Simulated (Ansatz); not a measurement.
Runs of Ansatz 0.2.0 on PtSe. The structure is cubic, space group Fm-3m (No. 225). Conventional cell: a = 5.597 Å, b = 5.597 Å, c = 5.597 Å, α = 90.00°, β = 90.00°, γ = 90.00°. Pt (site symmetry m-3m) is surrounded by 6 Se at 2.80 Å. Se (site symmetry m-3m) is surrounded by 6 Pt at 2.80 Å. The cell comes from a database or a generator and needn't be the stable form of this composition.

| task | level | spin | cell | cutoff (eV) | points for each segment of the path | gap on the mesh (eV) | pressure (GPa) | relaxed volume (Å³/atom) |
| --- | --- | --- | --- | --- | --- | --- | --- | --- |
| band structure | HSEsol | off | as given | 420 | 4 | none | -19.3 | - |
| relaxation of cell and atoms | HSEsol | off | relaxed | 420 | - | none | 0.0 | 17.47 |
| single point | B3LYP | off | as given | 420 | - | none | (a) | - |
| single point | r2SCANh | off | as given | 500 | - | none | (b) | - |
| relaxation of cell and atoms | B3LYP | off | relaxed | 420 | - | none | 0.0 | 19.58 |
| band structure | HSE03 | off | as given | 420 | 4 | none | -16.2 | - |
| relaxation of cell and atoms | HSE03 | off | relaxed | 420 | - | none | 0.0 | 18.02 |
| single point | r2SCAN50 | off | as given | 500 | - | none | -19.3 | - |
| single point | HF | off | as given | 420 | - | none | -10.2 | - |
| single point | HSE06 | SOC, no magnetisation | as given | 420 | - | none | (c) | - |
| relaxation of cell and atoms | HF | off | relaxed | 420 | - | none | 0.0 | 19.58 |
| relaxation of cell and atoms | HSE06 | off | relaxed | 420 | - | none | 0.0 | 17.93 |

Alike in all rows: potentials or basis Ansatz PAW; k mesh 4 × 4 × 4; smearing fermi-dirac 0.05 eV; the mesh is coarse, so values aren't converged.

**Question.** Fill in the values left out.

**Answer.** (a) -9.8; (b) -16.1; (c) -17.0.

Caveats: all runs use coarse meshes; the PAW data sets come from PBE, with cores solved anew for the run's functional, which leaves a small shift of forces and pressure; the thresholds are loose for stress (some runs); so large a pressure means that the cell lies far from this level's equilibrium, or that cutoff or potentials fall short (some runs); the plane-wave basis is chosen anew once the cell has moved, so the energies of steps on either side of that aren't comparable (some runs); the volume moved by over 15 % at a fixed basis, so the end points are rough (some runs); spin-orbit coupling is left out, which moves the levels of the heavy elements (some runs).

A k mesh can miss the band edges, and rows without SOC leave out spin-orbit coupling on Pt, Se.

A gap of «none» marks a metal or a gap under the smearing width.
